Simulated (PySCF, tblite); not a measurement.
# C3H11FGaN: geometry, infrared bands and NMR shifts

Aim: predict the infrared bands and NMR shifts of C3H11FGaN (`CC[CH2][Ga@H-]([NH3+])[F]`).

Programs: tblite 0.8.0 and PySCF 2.14.0, with density-fitted response routines of our own. Each step states its level of theory. These are calculated values for one molecule in the gas phase, unless marked as measured. Atoms are numbered from 0 throughout.

## 1. The starting structure

17 atoms, charge 0, multiplicity 1; geometry from: force field or distance geometry start.

Bonds of the start (Å): C0–C1 1.49, C1–C2 1.50, C2–Ga3 1.99, Ga3–N4 1.90, Ga3–F5 1.79, C0–H6 1.12, C0–H7 1.11, C0–H8 1.12, C1–H9 1.13, C1–H10 1.12, C2–H11 1.12, C2–H12 1.12, Ga3–H13 1.61, N4–H14 1.04, N4–H15 1.03, N4–H16 1.03.

## 2. Optimising the geometry with GFN2-xTB

Job settings and geometry (Å):

```
{"job": {"kind": "relax", "xc": "GFN2-xTB", "basis": "xTB"}, "charge": 0, "multiplicity": 1}
C      2.065200    -0.362100    -0.561100
C      1.546200    -0.227100     0.833300
C      0.087600    -0.584300     0.930600
Ga    -0.877500     0.690800    -0.261300
N     -2.733100     0.304000    -0.437500
F     -0.119300     0.593000    -1.874400
H      2.126600     0.632000    -1.075300
H      3.061000    -0.850100    -0.518100
H      1.385000    -1.009100    -1.179100
H      1.645900     0.858400     1.121900
H      2.171000    -0.782900     1.585300
H     -0.053200    -1.612600     0.509100
H     -0.268800    -0.565300     1.995600
H     -0.745800     2.158600     0.390200
H     -3.249900     1.205900    -0.540700
H     -2.902600    -0.235000    -1.293000
H     -3.145200    -0.202100     0.364700
```

Command:

```
> OMP_NUM_THREADS=1 python probes_run.py task.json out
```

One launch serves the whole session: the jobs run in the order shown.

**Question.** This job is followed by: GFN2-xTB harmonic vibrations, gas phase; GIAO PBE0/pcSseg-1 NMR shielding, non-relativistic, gas phase. What will the session give for the following? strongest single infrared mode (GFN2-xTB); zero-point energy (GFN2-xTB); ¹³C shifts against TMS (PBE0/pcSseg-1); ¹H shifts against TMS (PBE0/pcSseg-1, means over atoms taken as alike); ¹⁵N shifts against NH3 (PBE0/pcSseg-1); ¹⁹F shifts against CFCl3 (PBE0/pcSseg-1); shieldings of Ga (PBE0/pcSseg-1).

As calculated:

```
                                                              quantity                                         value
                             strongest single infrared mode (GFN2-xTB)                         1650 cm⁻¹, 505 km/mol
                                          zero-point energy (GFN2-xTB)                                 84.0 kcal/mol
                                ¹³C shifts against TMS (PBE0/pcSseg-1)                          23.9, 23.3, 22.1 ppm
¹H shifts against TMS (PBE0/pcSseg-1, means over atoms taken as alike)  5.06, 1.92, 1.90, 1.62, 1.22, 0.95, 0.94 ppm
                                ¹⁵N shifts against NH3 (PBE0/pcSseg-1)                                      34.9 ppm
                              ¹⁹F shifts against CFCl3 (PBE0/pcSseg-1)                                    -199.3 ppm
                                      shieldings of Ga (PBE0/pcSseg-1)                                Ga3 1468.2 ppm
```

Over 173 steps the energy fell by 1.062 eV; of the close pairs, Ga3–N4 changed most, 1.904 to 2.227 Å. No mode is imaginary among the 45: a minimum at this level. The strongest single mode, at 1650 cm⁻¹, moves mainly H13. Unscaled tight-binding wavenumbers are off by several per cent, some by more. Its intensities can rank the bands wrongly. At PBE0/pcSseg-1: Shielding is most anisotropic at Ga3 (span 494 ppm, paramagnetic term -1171 ppm). Spin-orbit coupling is left out, which matters for shieldings and couplings at and beside the heavy atoms.
